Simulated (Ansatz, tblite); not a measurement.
**The cluster ScSi₄−: one state, many levels**

One table from this session's results is given with a row withheld; the runs are named, their logs left out.

Program: Ansatz 0.2.0, Gaussian basis. Level of theory: as each input shows. These are calculated values, not measurements.

The runs, in order: GFN1-xTB, GFN2-xTB, PBE-D4/def2-TZVPD, r2SCAN-D4/def2-TZVPD, r2SCANh-D4/def2-TZVPD, ωB97M-V/def2-TZVPD, revPBE-D4/def2-TZVPD, CCSD(T)/def2-TZVPPD, MP2/def2-TZVPD.

1 further run of the same task is left out (set aside as unsound or not needed). Runs told in other sessions of the task aren't counted.

## The geometry

The singlet was relaxed beforehand with r2SCAN-D4/def2-SVPD. At that level it is the lowest of the isomers that a small search found.

5 atoms, charge -1, spin multiplicity 1.

Bond lengths: Sc1–Si3 2.509 Å, Sc1–Si4 2.609 Å, Sc1–Si5 2.602 Å, Si2–Si4 2.324 Å, Si2–Si5 2.302 Å, Si3–Si4 2.259 Å. Angles: Si3–Sc1–Si4 52.3°, Si3–Sc1–Si5 105.6°, Si4–Sc1–Si5 53.3°, Si4–Si2–Si5 60.7°, Sc1–Si3–Si4 66.1°, Sc1–Si4–Si2 122.4°, Sc1–Si4–Si3 61.5°, Si2–Si4–Si3 176.1°, Sc1–Si5–Si2 123.7°.

No spin-orbit coupling is included. The ion is computed in the gas phase, without counter-ions or solvent.

PBE0-D4/def2-TZVPD was run before; its log isn't repeated, and its numbers join the tables.

Set-up of the first run:

Tight binding, by tblite at 300 K electronic temperature and without a spin-polarisation term:

```python
tblite.interface.Calculator('GFN1-xTB', numbers, positions, charge=-1, uhf=0).singlepoint()
```

Tight binding, by tblite at 300 K electronic temperature and without a spin-polarisation term:

```python
tblite.interface.Calculator('GFN2-xTB', numbers, positions, charge=-1, uhf=0).singlepoint()
```

start.molden holds the orbitals of an earlier run on this state, given as this run's starting guess.

Input file in.yaml:

```yaml
crystal:
  periodic: [false, false, false]
  atoms:
    - {symbol: Sc, position_ang: [0.000743, 1.800793, -0.759705]}
    - {symbol: Si, position_ang: [-1.020493, -1.885767, 1.258395]}
    - {symbol: Si, position_ang: [2.098120, 0.473717, -1.126102]}
    - {symbol: Si, position_ang: [0.510069, -0.629832, 0.040941]}
    - {symbol: Si, position_ang: [-1.588449, 0.241089, 0.586462]}
basis:
  gaussian: {orbitals: def2-TZVPD, initial_orbitals: start.molden}
total_charge: -1
hamiltonian: {xc: pbe, dispersion: d4}
scf: {omitted_lower_state_checks: [starts]}
output: {forces: true, orbitals: {seedname: orbitals}}
```

On the command line:

```sh
$ ansatz run in.yaml --threads 4 --pin off --events-out ev --progress --plain --max-ram 4787MiB
```

Among the steps run: PBE-D4/def2-TZVPD; r2SCAN-D4/def2-TZVPD; r2SCANh-D4/def2-TZVPD; ωB97M-V/def2-TZVPD; revPBE-D4/def2-TZVPD; CCSD(T)/def2-TZVPPD; MP2/def2-TZVPD.

One table of the session follows, with a row left open; its other results are not shown here.

```
                level  HOMO (eV)  LUMO (eV)  gap (eV)
    PBE-D4/def2-TZVPD          ?          ?         ?
 revPBE-D4/def2-TZVPD      -0.04       0.67      0.71
 r2SCAN-D4/def2-TZVPD      -0.19       0.70      0.89
r2SCANh-D4/def2-TZVPD      -0.48       0.87      1.35
   PBE0-D4/def2-TZVPD      -0.83       1.07      1.90
   ωB97M-V/def2-TZVPD      -2.49       2.19      4.69
```

Q: Estimate the row for PBE-D4/def2-TZVPD from the others.

The run gave: HOMO (eV): -0.09; LUMO (eV): 0.59; gap (eV): 0.67. In the column «HOMO (eV)» it lies between r2SCAN-D4/def2-TZVPD (-0.19) and revPBE-D4/def2-TZVPD (-0.04).
